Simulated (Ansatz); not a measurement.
# Ni: stress in a strained cell

Ni is deformed so: equal xx and yy strain of -1 %. What stress and forces result, by LAPW, PAW and all-electron datasets made for the crystal?

Program: Ansatz 0.2.0. Level of theory: DFT LDA, scalar-relativistic. These are calculated values, not measurements.

## (1) Starting point

The structure is cubic, space group Fm-3m (No. 225). Conventional cell: a = 3.536 Å, b = 3.536 Å, c = 3.536 Å, α = 90.00°, β = 90.00°, γ = 90.00°. Ni (site symmetry m-3m) has 12 Ni at 2.50 Å as nearest neighbours.

Structure file:

```
CELL_PARAMETERS angstrom
0.00000 1.76795 1.76795
1.76795 0.00000 1.76795
1.76795 1.76795 0.00000
ATOMIC_POSITIONS crystal
Ni 0.00000 0.00000 0.00000
```

## (2) The deformed structure

Space group Fm-3m before, I4/mmm after.

## (3) All-electron LAPW

Input file input.yaml:

```yaml
crystal:
  lattice:
    - [0.0, 1.7502705, 1.76795]
    - [1.7502705, 0.0, 1.76795]
    - [1.7502705, 1.7502705, 0.0]
  atoms:
    - { symbol: Ni, position: [0.0, 0.0, 0.0], spin: 1.5 }
magnetization:
  spin_polarized: true
kpoints:
  mp_grid: { grid: [20, 20, 20] }
  band_path:
    path:
      - [0.0, 0.0, 0.0]
      - [0.0, 0.5, 0.5]
      - [0.25, 0.75, 0.5]
      - [0.0, 0.5, 0.0]
      - [0.0, 0.0, 0.0]
      - [0.5, 0.5, 0.0]
      - [0.3725125, 0.6274875, 0.0]
      - [-0.3725125, 0.3725125, 0.0]
      - [0.0, 0.0, 0.0]
    npoints: 5
scf:
  occupations: { method: fermi_dirac, width: 0.05 }
hamiltonian:
  xc: lda
  pseudopotentials: { kind: all_electron, lapw: { basis_error: 0.00025 } }
output:
  forces: true
  stress: true
  eigenvalues: true
```

The run is started by

```bash
$ ansatz run input.yaml --threads 1 --pin off --max-ram 3072MiB --backend cpu --events-out ev --progress --plain --runs-dir out
```

## (4) PAW on the default files

Input file input.yaml:

```yaml
crystal:
  lattice:
    - [0.0, 1.7502705, 1.76795]
    - [1.7502705, 0.0, 1.76795]
    - [1.7502705, 1.7502705, 0.0]
  atoms:
    - { symbol: Ni, position: [0.0, 0.0, 0.0], spin: 1.5 }
magnetization:
  spin_polarized: true
kpoints:
  mp_grid: { grid: [20, 20, 20] }
scf:
  occupations: { method: fermi_dirac, width: 0.05 }
hamiltonian:
  xc: lda
  pseudopotentials: { kind: paw }
output:
  forces: true
  stress: true
  eigenvalues: true
  efg: { contact_densities: true }
  write_density: true
  write_potential: true
  elf: true
  volumetric_format: npy
```

## (5) Datasets made for this crystal

Edit input.yaml of step 4 so:

```diff
@@ -15,3 +15,3 @@
   xc: lda
-  pseudopotentials: { kind: paw }
+  pseudopotentials: { kind: all_electron, datasets: crystal }
 output:
@@ -21,5 +21 @@
   efg: { contact_densities: true }
-  write_density: true
-  write_potential: true
-  elf: true
-  volumetric_format: npy
```

(Steps that only read results are left out.)

**Question.** What will these runs give? Wanted: pressure; largest shear or deviatoric stress.

The runs gave:

| quantity | value |
| --- | --- |
| pressure | LAPW -16.24, PAW -16.16, crystal datasets -16.24 GPa |
| largest shear or deviatoric stress (LAPW) | 0.79 GPa |

What this shows: The largest part of the stress beyond the pressure is 0.79 GPa in size, in the zz component. No run of the undeformed cell stands beside it, so the pressure holds what the given cell had before the change. PAW: stress within 0.08 GPa of LAPW. Crystal datasets: stress within 0.01 GPa of LAPW. Other magnetic orders may lie lower; this is the state that the run reached.
